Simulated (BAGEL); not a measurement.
**HF/6-31G(d) (density fitting with qzvpp-jkfit, spherical functions) run of AlH3Br− (SMILES [AlH3-][Br])**

What is the vertical singlet–triplet gap of AlH3Br− at HF/6-31G* (density fitting with qzvpp-jkfit, spherical functions)? 

Program for the calculation: BAGEL 1.2.2.

7 further runs of the same task are left out: 2 for a known fault of the program, 4 that didn't finish, 1 set aside as unsound or not needed.

**1. The system as given**

AlH3Br− has 5 atoms, charge -1, and is taken as a singlet. SMILES: `[AlH3-][Br]`. Geometry: a GFN2-xTB relaxation, a rough one for these elements and not checked as a minimum.

Bond lengths: Al1–Br2 2.304 Å, Al1–H3 1.604 Å, Al1–H4 1.604 Å, Al1–H5 1.604 Å. Angles: Br2–Al1–H3 106.9°, Br2–Al1–H4 106.9°, Br2–Al1–H5 106.9°, H3–Al1–H4 112.0°, H3–Al1–H5 111.9°, H4–Al1–H5 111.9°.

**2. A single-point energy at HF/6-31G(d) (density fitting with qzvpp-jkfit, spherical functions)**

input.json

```json
{ "bagel" : [

{
  "title" : "molecule",
  "basis" : "6-31gs.json",
  "df_basis" : "qzvpp-jkfit",
  "angstrom" : "true",
  "geometry" : [
    { "atom" : "Al", "xyz" : [    0.111890,   -0.001540,   -0.142390 ] },
    { "atom" : "Br", "xyz" : [   -1.314590,    0.020460,    1.667290 ] },
    { "atom" : "H", "xyz" : [    0.134100,    1.487580,   -0.738230 ] },
    { "atom" : "H", "xyz" : [   -0.483530,   -1.058610,   -1.191520 ] },
    { "atom" : "H", "xyz" : [    1.552130,   -0.447890,    0.404850 ] }
  ]
},
{ "title" : "hf", "charge" : -1 },
{ "title" : "print", "file" : "orbitals.molden", "orbitals" : "true" }

]}
```

The basis set 6-31G* is read from a file made from the Basis Set Exchange's data (not shown).

The run is started by

```
$ BAGEL_NUM_THREADS=1 BAGEL input.json > input.out
```

The log of the run:

```text
* using 1 threads per process

  ===============================================================
  ===============================================================

  *** Geometry ***

  { "atom" : "Al", "xyz" : [      0.211441,     -0.002910,     -0.269078 ] },
  { "atom" : "Br", "xyz" : [     -2.484215,      0.038664,      3.150721 ] },
  { "atom" : "H", "xyz" : [      0.253412,      2.811119,     -1.395053 ] },
  { "atom" : "H", "xyz" : [     -0.913739,     -2.000483,     -2.251646 ] },
  { "atom" : "H", "xyz" : [      2.933101,     -0.846389,      0.765056 ] },

  Number of auxiliary basis functions:      448

  Since a DF basis is specified, we compute 2- and 3-index integrals:
    o Being stored without compression. Storage requirement is 0.011 GB

  Number of basis functions:       56
  Number of electrons      :       51

    * METHOD: MOLECULE                             0.19

  *** RHF ***

  === Nuclear Repulsion ===
   135.4911885057

      * DIIS with orbital gradients will be used.

  === RHF iteration (6-31gs.json) ===
      0      -2815.80928864          0.00747147           0.04
      1      -2815.83966749          0.00368628           0.04
      2      -2815.84248771          0.00078848           0.04
      3      -2815.84281418          0.00014553           0.04
      4      -2815.84282730          0.00002674           0.04
      5      -2815.84282780          0.00000821           0.04
      6      -2815.84282784          0.00000211           0.04
      7      -2815.84282785          0.00000041           0.04
      8      -2815.84282785          0.00000006           0.04
      9      -2815.84282785          0.00000002           0.04
     10      -2815.84282785          0.00000000           0.04
    * SCF iteration converged.

    * Permanent dipole moment:
           (    0.956204,    -0.015393,    -1.211212) a.u.

    * METHOD: HF                                   0.64

    * METHOD: PRINT                                0.01

  ===============================================================
```

Run time: 0.97 s. Hardware: 1 thread of Arm Neoverse V1, shared host; peak memory 0.085 GiB.

**3. The triplet at the same level**

calc.json

```json
{ "bagel" : [

{
  "title" : "molecule",
  "basis" : "6-31gs.json",
  "df_basis" : "qzvpp-jkfit",
  "angstrom" : true,
  "geometry" : [
    { "atom" : "Al", "xyz" : [    0.111890,   -0.001540,   -0.142390 ] },
    { "atom" : "Br", "xyz" : [   -1.314590,    0.020460,    1.667290 ] },
    { "atom" : "H", "xyz" : [    0.134100,    1.487580,   -0.738230 ] },
    { "atom" : "H", "xyz" : [   -0.483530,   -1.058610,   -1.191520 ] },
    { "atom" : "H", "xyz" : [    1.552130,   -0.447890,    0.404850 ] }
  ]
},
{ "title" : "uhf", "charge" : -1, "nopen" : 2 },
{ "title" : "print", "file" : "orbitals.molden", "orbitals" : true }

]}
```

The basis set 6-31G* is read from a file made from the Basis Set Exchange's data (not shown).

The run is started by

```
$ BAGEL_NUM_THREADS=1 BAGEL calc.json > calc.out
```

The log of the run:

```text
* using 1 threads per process

  ===============================================================
  ===============================================================

  *** Geometry ***

  { "atom" : "Al", "xyz" : [      0.211441,     -0.002910,     -0.269078 ] },
  { "atom" : "Br", "xyz" : [     -2.484215,      0.038664,      3.150721 ] },
  { "atom" : "H", "xyz" : [      0.253412,      2.811119,     -1.395053 ] },
  { "atom" : "H", "xyz" : [     -0.913739,     -2.000483,     -2.251646 ] },
  { "atom" : "H", "xyz" : [      2.933101,     -0.846389,      0.765056 ] },

  Number of auxiliary basis functions:      448

  Since a DF basis is specified, we compute 2- and 3-index integrals:
    o Being stored without compression. Storage requirement is 0.011 GB

  Number of basis functions:       56
  Number of electrons      :       51

    * METHOD: MOLECULE                             0.19

  *** Open-shell HF ***

  === Nuclear Repulsion ===
   135.4911885057

      * DIIS with orbital gradients will be used.

  === UHF iteration (6-31gs.json) ===
      0      -2815.52978321          0.01611230           0.08
      1      -2815.57575949          0.00934366           0.08
      2      -2815.58534485          0.00542750           0.08
      3      -2815.58841583          0.00188075           0.08
      4      -2815.59135799          0.00135239           0.08
      5      -2815.59337882          0.00063017           0.08
      6      -2815.59387917          0.00025588           0.08
      7      -2815.59398820          0.00019668           0.08
      8      -2815.59405573          0.00017206           0.08
      9      -2815.59410418          0.00015052           0.08
     10      -2815.59415044          0.00011721           0.08
     11      -2815.59418808          0.00007114           0.08
     12      -2815.59420163          0.00005634           0.08
     13      -2815.59421040          0.00004190           0.08
     14      -2815.59421563          0.00002609           0.08
     15      -2815.59421752          0.00001278           0.08
     16      -2815.59421781          0.00000609           0.08
     17      -2815.59421790          0.00000290           0.08
     18      -2815.59421792          0.00000187           0.08
     19      -2815.59421793          0.00000135           0.08
     20      -2815.59421793          0.00000096           0.08
     21      -2815.59421793          0.00000065           0.08
     22      -2815.59421793          0.00000046           0.08
     23      -2815.59421793          0.00000034           0.08
     24      -2815.59421793          0.00000025           0.08
     25      -2815.59421793          0.00000020           0.08
     26      -2815.59421793          0.00000017           0.08
     27      -2815.59421793          0.00000012           0.08
     28      -2815.59421793          0.00000008           0.08
     29      -2815.59421793          0.00000004           0.08
     30      -2815.59421793          0.00000003           0.08
     31      -2815.59421793          0.00000002           0.08
     32      -2815.59421793          0.00000002           0.08
     33      -2815.59421793          0.00000001           0.08
     34      -2815.59421793          0.00000001           0.08
    * SCF iteration converged.

    * S^2 (UHF) is 2.0090

    * Permanent dipole moment:
           (    0.748946,     0.308121,    -2.745400) a.u.

    * METHOD: UHF                                  3.04

    * METHOD: PRINT                                0.01

  ===============================================================
```

Run time: 3.6 s. Hardware: 1 thread of Arm Neoverse V1, shared host; peak memory 0.085 GiB.

**4. Results**

Level: HF/6-31G* (density fitting with qzvpp-jkfit, spherical functions).

```
                                                      quantity           value
                                         singlet: total energy  -2815.84283 Eh
                                          singlet: HOMO energy        -5.35 eV
                                          singlet: LUMO energy         7.66 eV
singlet: HOMO–LUMO gap (to an unbound level, set by the basis)        13.02 eV
                                         triplet: total energy  -2815.59422 Eh
                                                 triplet: ⟨S²⟩           2.009
              vertical energy of the triplet above the singlet        6.765 eV
```

At this shape the triplet lies 6.77 eV (156 kcal/mol) above the singlet. For an anion a state so high probably lies above electron detachment.
